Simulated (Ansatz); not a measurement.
**GaH2+ (triplet): PBE, r2SCAN, PBE0, B3LYP, wB97M-V, B2PLYP, RPA-PBE over vertical gaps between states, cc-pVQZ**

Aim: run GaH2+ (triplet) with these functionals over vertical gaps between states, and hold them against the top wave-function level at the same points.

Program: Ansatz 0.2.0, Gaussian basis. Level of theory: cc-pVQZ, all electrons in the functionals, frozen cores in the correlation of double hybrids and RPA. These are calculated values, not measurements.

The runs, in order: PBE, r2SCAN, PBE0, B3LYP, wB97M-V, B2PLYP, RPA-PBE, at charge 1, triplet; charge 1, singlet; charge 1, quintet.

9 further runs of the same task are left out: 5 for a known fault of the program, 4 set aside as unsound or not needed.

## (1) The geometry

The geometry is a PBE0/def2-TZVP stationary point (not a proven minimum). No spin-orbit coupling is included. The filled d shell of Ga may be among the frozen orbitals whatever the setting's name suggests; the logs give the count.

3 atoms, charge 1, spin multiplicity 3.

Atoms are counted from 1 here; the program's logs count them from 0.

Bond lengths: Ga1–H2 1.768 Å, Ga1–H3 1.768 Å. Angles: H2–Ga1–H3 71.9°.

Coordinates:

```xyz
3

Ga    0.00000    0.00000   -0.04022
H     0.00000    1.03825    1.39101
H     0.00000   -1.03825    1.39101
```

No dispersion term is added; wB97M-V holds VV10 nonlocal correlation. B3LYP takes the VWN-RPA correlation.

The geometry shown and the zero of energy belong to the point charge 1, triplet. The yardstick, FCI, and other wave-function levels (R restricted, U unrestricted, valence and pair active spaces) come from earlier runs.

## (2) PBE, charge 1, triplet

Input file in.yaml:

```yaml
crystal:
  periodic: [false, false, false]
  atoms:
    - {symbol: Ga, position_ang: [0.000000, 0.000000, -0.040218]}
    - {symbol: H, position_ang: [0.000000, 1.038252, 1.391008]}
    - {symbol: H, position_ang: [0.000000, -1.038252, 1.391008]}
basis:
  gaussian: {orbitals: cc-pVQZ}
total_charge: 1
magnetization: {spin_polarized: true, initial_magnetization: 2}
hamiltonian: {xc: {name: PBE}}
output: {orbitals: {seedname: orbitals}}
```

Command:

```sh
$ ansatz run in.yaml --threads 2 --pin off --events-out ev --progress --plain --max-ram 24576MiB --backend cuda --devices 0, --max-vram 18GiB
```

Further steps of the session: PBE, charge 1, singlet; PBE, charge 1, quintet; r2SCAN, charge 1, triplet; r2SCAN, charge 1, singlet; r2SCAN, charge 1, quintet; PBE0, charge 1, triplet; PBE0, charge 1, singlet; PBE0, charge 1, quintet; B3LYP, charge 1, triplet; B3LYP, charge 1, singlet; B3LYP, charge 1, quintet; wB97M-V, charge 1, triplet; wB97M-V, charge 1, singlet; wB97M-V, charge 1, quintet; B2PLYP, charge 1, triplet; B2PLYP, charge 1, singlet; B2PLYP, charge 1, quintet; RPA-PBE, charge 1, triplet; RPA-PBE, charge 1, singlet; RPA-PBE, charge 1, quintet.

**Question.** What will the summary of the whole plan be? Wanted: triplet to singlet, FCI; triplet to quintet, FCI; largest miss, PBE; largest miss, r2SCAN; largest miss, PBE0; largest miss, B3LYP; largest miss, wB97M-V; largest miss, B2PLYP; largest miss, RPA-PBE.

As calculated:

| quantity | value |
| --- | --- |
| triplet to singlet, FCI | 5.3 kcal/mol |
| triplet to quintet, FCI | 153.7 kcal/mol |
| largest miss, PBE | +12.4 kcal/mol (triplet to quintet) |
| largest miss, r2SCAN | +6.8 kcal/mol (triplet to quintet) |
| largest miss, PBE0 | +6.3 kcal/mol (triplet to quintet) |
| largest miss, B3LYP | +18.2 kcal/mol (triplet to quintet) |
| largest miss, wB97M-V | +13.3 kcal/mol (triplet to quintet) |
| largest miss, B2PLYP | +10.6 kcal/mol (triplet to quintet) |
| largest miss, RPA-PBE | -2.2 kcal/mol (triplet to quintet) |
| largest miss, RCCSD(T) | +0.2 kcal/mol (triplet to singlet) |

Of the functionals, RPA-PBE keep the smallest largest miss at the points compared (at most 2.2 kcal/mol) and B3LYP strays most (18.2 kcal/mol, at triplet to quintet). PBE, r2SCAN, PBE0, B3LYP, wB97M-V, B2PLYP, RPA-PBE clearly break the spin symmetry at some points (⟨S²⟩ up to 0.96 above the pure value), so energy there is bought with a mixed spin. Functionals and the yardstick converge differently with the basis, so part of each miss in cc-pVQZ is the basis.
